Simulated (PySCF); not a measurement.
# C4H4BClO: the cost of one run

Computed with PySCF 2.14.0, with density-fitted response routines of our own, on a single molecule in the gas phase. Atoms are numbered from 0 throughout.

## 1. Starting geometry

11 atoms, charge 0, multiplicity 1; geometry from: GFN2-xTB. The atoms were then displaced at random by about 0.01 Å, so the start is not that level's minimum.

Bonds of the start (Å): B0–C1 1.55, C1–O2 1.37, O2–C3 1.28, C3–C4 1.36, C4–C5 1.41, C5–Cl6 1.70, C5–C1 1.40, B0–H7 1.19, B0–H8 1.13, C3–H9 1.10, C4–H10 1.08.

## 2. Optimising the geometry at PBE0-D3(BJ)/def2-SVP

What the job is given:

```
{"job": {"xc": "PBE0", "basis": "def2-SVP", "d3": "d3bj", "grid": 1, "shake": 0.01, "kind": "geom"}, "charge": 0, "multiplicity": 1}
B      2.051910    -0.651370     0.016090
C      0.547680    -0.272620    -0.006130
O     -0.430220    -1.234860    -0.090280
C     -1.568640    -0.649210    -0.081070
C     -1.497110     0.702030    -0.009280
C     -0.112620     0.961780     0.046150
Cl     0.627140     2.486890     0.151300
H      2.836390     0.235220     0.074810
H      2.343990    -1.742020    -0.024730
H     -2.467960    -1.289130    -0.124490
H     -2.292440     1.427450     0.031960
```

Started as:

```bash
OMP_NUM_THREADS=1 python probes_run.py task.json out
```

One launch serves the whole session: the jobs run in the order shown.

**Question.** How long does this first job take on 1 thread of Arm Neoverse V1, shared host, and how much memory does it need?

About 50 s, with a peak of 0.52 GiB.
